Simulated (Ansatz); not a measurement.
# CH4In radical (SMILES [CH2][InH2]): functionals against CCSD(T) at one geometry

An exercise on one series of results from a longer session: the logs are not shown, and one member is left open.

Program: Ansatz 0.2.0, Gaussian basis. Level of theory: single points in def2-TZVPP. These are calculated values, not measurements.

Correlated methods freeze the cores. Filled d shells of the heavier atoms are correlated. Core potentials replace the inner electrons past krypton, and spin-orbit coupling is left out. Orbitals are unrestricted.

### The system as given

SMILES `[CH2][InH2]`, 6 atoms, charge 0, spin multiplicity 2.

Atoms are counted from 1 here; the program's logs count them from 0.

Bond lengths: C1–In2 2.103 Å, C1–H3 1.114 Å, C1–H4 1.025 Å, In2–H5 1.745 Å, In2–H6 1.762 Å. Angles: In2–C1–H3 122.6°, In2–C1–H4 127.1°, H3–C1–H4 110.2°, C1–In2–H5 123.1°, C1–In2–H6 125.3°, H5–In2–H6 111.6°.

Coordinates:

```xyz
6

C    -0.02490   -1.17390   -0.03160
In    0.06360    0.92720    0.01390
H    -0.22820   -1.78530    0.87710
H     0.03370   -1.77730   -0.85870
H     0.26140    1.90370   -1.41860
H    -0.03890    1.91840    1.46680
```

The first run:

Contents of run/in.yaml:

```yaml
crystal:
  periodic: [false, false, false]
  atoms:
    - {symbol: C, position_ang: [-0.024900, -1.173900, -0.031600]}
    - {symbol: In, position_ang: [0.063600, 0.927200, 0.013900]}
    - {symbol: H, position_ang: [-0.228200, -1.785300, 0.877100]}
    - {symbol: H, position_ang: [0.033700, -1.777300, -0.858700]}
    - {symbol: H, position_ang: [0.261400, 1.903700, -1.418600]}
    - {symbol: H, position_ang: [-0.038900, 1.918400, 1.466800]}
basis:
  gaussian: {orbitals: def2-TZVPP}
magnetization: {spin_polarized: true, initial_magnetization: 1}
correlation: {method: ccsd_t}
scf: {omitted_lower_state_checks: [cluster_reference]}
output: {forces: true}
```

No record of the launch command was kept for these runs.

Among the steps run: CCSD(T)/def2-TZVPP; PBE0-D4/def2-TZVPP; wB97M-V/def2-TZVPP; r2SCAN-D4/def2-TZVPP; PBE-D4/def2-TZVPP; r2SCAN0-D4/def2-TZVPP; r2SCANh-D4/def2-TZVPP.

One of the session's tables, all rows but one given; the rest of the session is left out.

| method | RMS force component (eV/Å) | angle to CCSD(T) forces (°) | dipole (D) |
| --- | --- | --- | --- |
| CCSD(T) | 0.958 | reference | 1.07 |
| PBE0-D4 | ? | ? | ? |
| wB97M-V | 0.947 | 2.1 | 1.12 |
| r2SCAN-D4 | 0.956 | 1.1 | 1.19 |
| PBE-D4 | 0.981 | 6.6 | 1.23 |
| r2SCAN0-D4 | 0.949 | 3.4 | 1.12 |
| r2SCANh-D4 | 0.952 | 1.3 | 1.16 |

Q: Estimate the row for PBE0-D4 from the others.

**Answer.** RMS force component (eV/Å): 0.963; angle to CCSD(T) forces (°): 2.3; dipole (D): 1.15. In the column «RMS force component (eV/Å)» it lies between CCSD(T) (0.958) and PBE-D4 (0.981).
